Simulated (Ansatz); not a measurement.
# CH₄ClFSSn, SMILES [CH3][Sn]([F])([SH])[Cl]: energies of removing a hydrogen

Computed with the Ansatz DFT code, driven from Python.

The cells in order, each with its output:

In [1]:
```python
import ansatz as az
```

In [2]:
```python
def total_energy(molecule, charge=0, unpaired=0):
    calc = (
        molecule.calculation()
        .basis(gaussian="def2-SVP")
        .functional("pbe0")
    )
    if charge:
        calc = calc.charge(charge)
    if unpaired:
        calc = calc.spin("collinear", total=unpaired)
    report = calc.run().report
    if report["published_state_doubts"]:
        print("  doubts:", report["published_state_doubts"])
    return report["free_energy_ev"]
```

In [3]:
```python
def without(molecule, index):
    rest = az.Crystal.molecule()
    for i, site in enumerate(molecule.cartesian_sites):
        if i != index:
            rest = rest.atom(site.symbol, site.position_ang)
    return rest

geometry_ang = [
    ("C", [-0.3629, -0.9053, -0.9919]),
    ("Sn", [0.7018, 0.4422, 0.276]),
    ("F", [2.5379, -0.0969, 0.2772]),
    ("S", [-0.1167, 0.3333, 2.5121]),
    ("Cl", [0.5344, 2.6472, -0.5365]),
    ("H", [-0.3304, -1.8859, -0.6315]),
    ("H", [-1.4496, -0.5478, -1.0033]),
    ("H", [0.0335, -0.786, -2.041]),
    ("H", [-1.4595, 0.7529, 2.1219]),
]
system = az.Crystal.molecule()
for symbol, xyz in geometry_ang:
    system = system.atom(symbol, xyz)
```

In [4]:
```python
whole = total_energy(system, 0)
hydrogen = total_energy(az.Crystal.molecule().atom("H", (0, 0, 0)), 0, 1)
print(f"E(molecule) = {whole:.5f} eV, E(H) = {hydrogen:.5f} eV")
for index in [7, 8]:
    radical = total_energy(without(system, index), 0, 1)
    print(f"H{index}: homolysis {96.485332 * (radical + hydrogen - whole):.1f} kJ/mol")
```
```text
E(molecule) = -32989.18515 eV, E(H) = -13.61361 eV
H7: homolysis 478.5 kJ/mol
H8: homolysis 364.3 kJ/mol
```

Reading the output:
- Total energies depend on the basis set; only differences at equal settings carry meaning.
- The geometry is a force-field or estimated start, not a minimum of this method, and the basis set is short of its limit. All parts are taken at fixed geometry, without zero-point energy.
- def2 sets replace the cores of elements past krypton by effective core potentials.
- The spin-orbit lowering of heavy atoms is left out.
- Wall time of the script: 40 s on 1 thread of AMD EPYC 7R43 64-Core Processor (Zen 3), with other jobs on the host, peak memory 0.48 GiB.
